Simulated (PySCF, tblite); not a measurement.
**C4H10GeO: geometry, infrared bands and NMR shifts**

Wanted: the infrared bands and NMR shifts of C4H10GeO (`CC(C)[C](=O)[GeH3]`), by calculation.

Programs: tblite 0.8.0 and PySCF 2.14.0, with density-fitted response routines of our own. Each step states its level of theory. These are calculated values for one molecule in the gas phase, unless marked as measured. Atoms are numbered from 0 throughout.

**1. The molecule as given**

16 atoms, charge 0, multiplicity 1; geometry from: force field or distance geometry start.

Bonds of the start (Å): C0–C1 1.46, C1–C2 1.51, C1–C3 1.48, C3–O4 1.25, C3–Ge5 1.91, C0–H6 1.13, C0–H7 1.10, C0–H8 1.11, C1–H9 1.14, C2–H10 1.12, C2–H11 1.09, C2–H12 1.13, Ge5–H13 1.54, Ge5–H14 1.56, Ge5–H15 1.53.

**2. Optimising the geometry with GFN2-xTB**

What the job is given:

```
{"job": {"kind": "relax", "xc": "GFN2-xTB", "basis": "xTB"}, "charge": 0, "multiplicity": 1}
C     -1.169600     0.980300    -0.637400
C     -0.727500     0.041700     0.393900
C     -0.883000    -1.386500    -0.076400
C      0.600900     0.281800     0.995200
O      0.674200     0.468800     2.231900
Ge     2.191200     0.282700    -0.070100
H     -1.915800     0.406100    -1.267200
H     -0.393300     1.448600    -1.261000
H     -1.764900     1.806100    -0.184900
H     -1.469300     0.115700     1.256600
H     -0.719900    -2.093300     0.776000
H     -0.306100    -1.650000    -0.957200
H     -1.978300    -1.481200    -0.324900
H      2.694900    -1.171800    -0.180200
H      3.246300     1.091000     0.748000
H      1.912600     0.868800    -1.453700
```

On the command line:

```
OMP_NUM_THREADS=1 python probes_run.py task.json out
```

This one command runs all jobs of the session in turn.

**Question.** This job is followed by: GFN2-xTB harmonic vibrations, gas phase; GIAO PBE0/pcSseg-1 NMR shielding, non-relativistic, gas phase. Predict these results of the whole session: strongest single infrared mode (GFN2-xTB); zero-point energy (GFN2-xTB); ¹³C shifts against TMS (PBE0/pcSseg-1, means over atoms taken as alike); ¹H shifts against TMS (PBE0/pcSseg-1, means over atoms taken as alike); ¹⁷O shifts against H2O (PBE0/pcSseg-1); ⁷³Ge shifts against GeMe4 (PBE0/pcSseg-1).

**Answer**, as computed:

```
                                                               quantity                  value
                              strongest single infrared mode (GFN2-xTB)   751 cm⁻¹, 491 km/mol
                                           zero-point energy (GFN2-xTB)          77.2 kcal/mol
¹³C shifts against TMS (PBE0/pcSseg-1, means over atoms taken as alike)  241.8, 52.3, 20.0 ppm
 ¹H shifts against TMS (PBE0/pcSseg-1, means over atoms taken as alike)   3.86, 2.35, 1.20 ppm
                                 ¹⁷O shifts against H2O (PBE0/pcSseg-1)              811.9 ppm
                              ⁷³Ge shifts against GeMe4 (PBE0/pcSseg-1)               -310 ppm
```

The optimisation took 91 steps and gained 0.694 eV; among the close pairs (by a distance rule), C3–Ge5 changed most, from 1.914 to 2.008 Å. All 42 modes are real, so the xTB geometry is a minimum. The strongest single mode, at 751 cm⁻¹, has its largest shares on H14, H15 and H13 (the list is cut at 3 atoms). GFN2-xTB is a fitted tight-binding method: band positions and strengths are rough. Its intensities can rank the bands wrongly. At PBE0/pcSseg-1: The largest span, 1542 ppm, is at O4, where the paramagnetic term is -877 ppm. Spin-orbit coupling is left out, which matters for shieldings and couplings at and beside the heavy atoms.
